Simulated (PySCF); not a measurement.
# The bond of HBr+, level by level

An exercise on one series of results from a longer session: the logs are not shown, and one member is left open.

Method: H def2-TZVPPD, Br def2-TZVPPD, no relativity; program: PySCF 2.14.0.

Set-up of the first run:

A driver script around PySCF takes these settings:

```
atoms                         : H, Br
charge                        : 1
basis                         : H def2-TZVPPD, Br def2-TZVPPD
Hamiltonian                   : no relativity
basis functions               : 74
electrons treated             : 35
masses in u                   : 1.0078, 78.9183
levels                        : PBE0, PBE, r²SCAN, r²SCAN0, BHandHLYP, M06, B3LYP, TPSSh, ωB97X, HF, MP2, SCS-MP2, CCSD, CCSD(T)
grid                          : 80 radial by 434 angular points
occupations                   : held fixed by the projection of orbital angular momentum
dissociation limit            : H + Br+, each in its ground configuration
starting distance in angstrom : 1.535
values of 2S to try           : 1, 3
```

Command:

```bash
$ OMP_NUM_THREADS=1 python dia.py task.json out
```

Steps of the session up to this table: The job; The PBE0 curve of the state that the search chose; Other states along the same grid; PBE; r²SCAN; r²SCAN0 (hybrid meta-GGA); BHandHLYP (global hybrid GGA); M06 (hybrid meta-GGA); B3LYP (global hybrid GGA); TPSSh (hybrid meta-GGA); ωB97X; UHF (mean field); Correlated methods on the Hartree–Fock reference.

One of the session's tables, all rows but one given; the rest of the session is left out.

It belongs to the step «The curves together». Energy (eV) from each level's lowest point:

```
R (Å)    UHF  UHF-MP2  UHF-SCS-MP2  UHF-CCSD  UHF-CCSD(T)
1.252  0.579    0.581        0.587       n/a          n/a
1.310  0.242    0.248        0.252     0.262        0.269
1.369  0.061    0.066        0.069     0.075        0.079
1.412      ?        ?            ?         ?            ?
1.456  0.000    0.000        0.000     0.000        0.000
1.500  0.039    0.034        0.033     0.029        0.027
1.558  0.142    0.130        0.128     0.118        0.113
1.631  0.332    0.309        0.305     0.287        0.277
1.718  0.616    0.581        0.576     0.545        0.529
1.835  1.039    1.013        1.012       n/a          n/a
```

Estimate the missing values for R (Å) = 1.412.

Worked estimate for «UHF». A straight line through the neighbours (1.369, 0.061) and (1.456, 0.000) gives 0.061 + (0.000 − 0.061) × (1.412 − 1.369) / (1.456 − 1.369) = 0.031; a parabola fitted to 4 rows on both sides gives 0.003.

As computed: UHF: 0.004; UHF-MP2: 0.007; UHF-SCS-MP2: 0.008; UHF-CCSD: 0.012; UHF-CCSD(T): 0.014. In «UHF» the line misses by +0.027 and the parabola by -0.001.
